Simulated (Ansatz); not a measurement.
The same calculation of SnSe, space group P4/nmm as a Python script and as an input file (Ansatz 0.2.0 through its Python package).

Script `elastic.py`:
```python
from dataclasses import dataclass
import warnings

import ansatz as az
import numpy as np


@dataclass
class RunConfig:
    cutoff_ev: int = 420
    scf_tol: float = 1e-10
    mesh: tuple[int, ...] = (6, 6, 2)


opts = RunConfig()

warnings.simplefilter("ignore", az.DeckWarning)

lattice = az.Lattice.of(
    [4.28533, 0.0, 0.0],
    [0.0, 4.28533, 0.0],
    [0.0, 0.0, 10.99069],
)
sites = [
    ("Sn", [0.5, 0.0, 0.37223]),
    ("Sn", [0.0, 0.5, 0.62777]),
    ("Se", [0.5, 0.0, 0.61604]),
    ("Se", [0.0, 0.5, 0.38396]),
]
xtal = az.Crystal(lattice=lattice)
for symbol, position in sites:
    xtal = xtal.atom(symbol, position)

calc = (
    xtal.calculation()
    .functional(az.Functional.LDA)
    .basis(opts.cutoff_ev)
    .occupations(az.OccupationsMethod.FIXED)
    .scf(tolerance=opts.scf_tol)
    .kpoints(*opts.mesh)
)
done = calc.elastic("relaxed_ion").run()
elastic = done.elastic

print(np.array2string(np.round(elastic.c_gpa, 1) + 0.0, suppress_small=True))
print("Voigt stress of the unstrained cell (GPa, tension positive):", np.round(elastic.sigma0_gpa, 3) + 0.0)
print("smallest eigenvalue of C:", round(elastic.stability.min_eigenvalue_gpa, 1), "GPa; tensor positive definite:", elastic.stability.min_eigenvalue_gpa > 0)
if elastic.stability.min_eigenvalue_gpa > 0:
    for name, value in elastic.moduli.to_plain().items():
        print(f"{name:14s} {value:9.3f}")
    S = np.linalg.inv(elastic.c_gpa)
    print("Young modulus along x, y, z (GPa):", np.round(1 / np.diag(S)[:3], 1))
    print("linear compressibility along x, y, z (1/TPa):", np.round(1000 * S[:3, :3].sum(axis=1), 2))
```

```console
$ python elastic.py
[[40.8 21.1 -1.6  0.   0.   0. ]
 [21.1 40.8 -1.6  0.   0.   0. ]
 [ 0.   0.   0.   0.   0.   0. ]
 [ 0.   0.   0.   0.8  0.   0. ]
 [ 0.   0.   0.   0.   0.8  0. ]
 [ 0.   0.   0.   0.   0.  28. ]]
Voigt stress of the unstrained cell (GPa, tension positive): [1.615 1.615 0.002 0.    0.    0.   ]
smallest eigenvalue of C: -0.0 GPa; tensor positive definite: False
```

`input.yaml`:
```yaml
crystal:
  lattice:
    - [4.28533, 0.0, 0.0]
    - [0.0, 4.28533, 0.0]
    - [0.0, 0.0, 10.99069]
  atoms:
    - { symbol: Sn, position: [0.5, 0.0, 0.37223] }
    - { symbol: Sn, position: [0.0, 0.5, 0.62777] }
    - { symbol: Se, position: [0.5, 0.0, 0.61604] }
    - { symbol: Se, position: [0.0, 0.5, 0.38396] }
basis:
  ecutwfc: 420.0
kpoints:
  mp_grid:
    grid: [6, 6, 2]
hamiltonian:
  xc: lda
scf:
  convergence:
    dr2_threshold: 1.0e-10
  occupations:
    method: fixed
elastic:
  mode: relaxed_ion
```

Reading the output:
- The cell holds layers, chains or clusters in vacuum, no bulk phase; its stress is averaged over the vacuum too and scales with the cell's height.
- Under fixed occupations the level called the Fermi level is the highest filled one on the SCF mesh; off the mesh a filled band can lie a little above it.
- The cell stands under an uneven stress, so these stress-strain coefficients aren't symmetric, and eigenvalues smaller than that stress decide nothing.
- Points of the mesh across the vacuum add cost only.
- The structure comes from a database of computed cells and needn't be a stable or known phase.
- The constants belong to the cell that was strained; where it wasn't relaxed first it may be under stress.
- It ran for 5 min on 1 thread of Intel(R) Xeon(R) Processor @ 2.30GHz (shared host), peak memory 0.74 GiB.
